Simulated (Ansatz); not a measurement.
# Si3N4: the cost of one run

Method: DFT, PBE, plane-wave PAW, default files, scalar-relativistic, as far as a step names no other, in Ansatz 0.2.0.

## 1. The system as given

Symmetry: P6_3/m, No. 176, hexagonal system. Conventional cell: a = 7.614 Å, b = 7.614 Å, c = 2.912 Å, α = 90.00°, β = 90.00°, γ = 120.00°. Si (site symmetry m) has 4 N at 1.72 to 1.75 Å as nearest neighbours. Around N (site symmetry -6) lie 3 Si at 1.72 Å. Around N (site symmetry m) lie 3 Si at 1.72 to 1.75 Å.

Coordinates:

```xyz
14
Lattice="7.6140 0.0000 0.0000 -3.8070 6.5939 0.0000 0.0000 0.0000 2.9123" Properties=species:S:1:pos:R:3 pbc="T T T"
Si   -1.5742    5.0991    0.7281
Si    2.4110    1.1862    2.1842
Si    0.1782    2.6811    0.7281
Si    5.3812    1.4948    2.1842
Si    1.3960    5.4077    0.7281
Si    3.6288    3.9128    2.1842
N     0.0000    4.3959    0.7281
N     3.8070    2.1980    2.1842
N     2.4296    0.2176    0.7281
N     1.0264    2.2129    2.1842
N     6.2107    1.9953    0.7281
N     1.3774    6.3763    2.1842
N     2.7806    4.3810    0.7281
N    -2.4037    4.5986    2.1842
```

## 2. Gradients at the starting positions

input.yaml reads:

```yaml
crystal:
  lattice:
    - [7.614, 0.0, 0.0]
    - [-3.807, 6.5939174244, 0.0]
    - [0.0, 0.0, 2.9123]
  atoms:
    - { symbol: Si, position: [0.1799, 0.7733, 0.25] }
    - { symbol: Si, position: [0.4066, 0.1799, 0.75] }
    - { symbol: Si, position: [0.2267, 0.4066, 0.25] }
    - { symbol: Si, position: [0.8201, 0.2267, 0.75] }
    - { symbol: Si, position: [0.5934, 0.8201, 0.25] }
    - { symbol: Si, position: [0.7733, 0.5934, 0.75] }
    - { symbol: "N", position: [0.3333333333, 0.6666666667, 0.25] }
    - { symbol: "N", position: [0.6666666667, 0.3333333333, 0.75] }
    - { symbol: "N", position: [0.3356, 0.033, 0.25] }
    - { symbol: "N", position: [0.3026, 0.3356, 0.75] }
    - { symbol: "N", position: [0.967, 0.3026, 0.25] }
    - { symbol: "N", position: [0.6644, 0.967, 0.75] }
    - { symbol: "N", position: [0.6974, 0.6644, 0.25] }
    - { symbol: "N", position: [0.033, 0.6974, 0.75] }
kpoints:
  mp_grid: { grid: [4, 4, 9] }
scf:
  occupations: { method: fermi_dirac, width: 0.02 }
hamiltonian:
  xc: pbe
  pseudopotentials: { kind: paw }
output:
  forces: true
  stress: true
  populations: true
  efg:
    quadrupole_moments_barn: { "N": 0.02044 }
    contact_densities: true
```

The run is started by

```console
> ansatz run input.yaml --threads 1 --pin off --max-ram 2560MiB --backend cpu --events-out ev --progress --plain --runs-dir out
```

What time and memory should one allow on 1 thread of AMD EPYC 9R45 (Zen 5), shared host?

About 5.5 s, with a peak of 0.57 GiB.
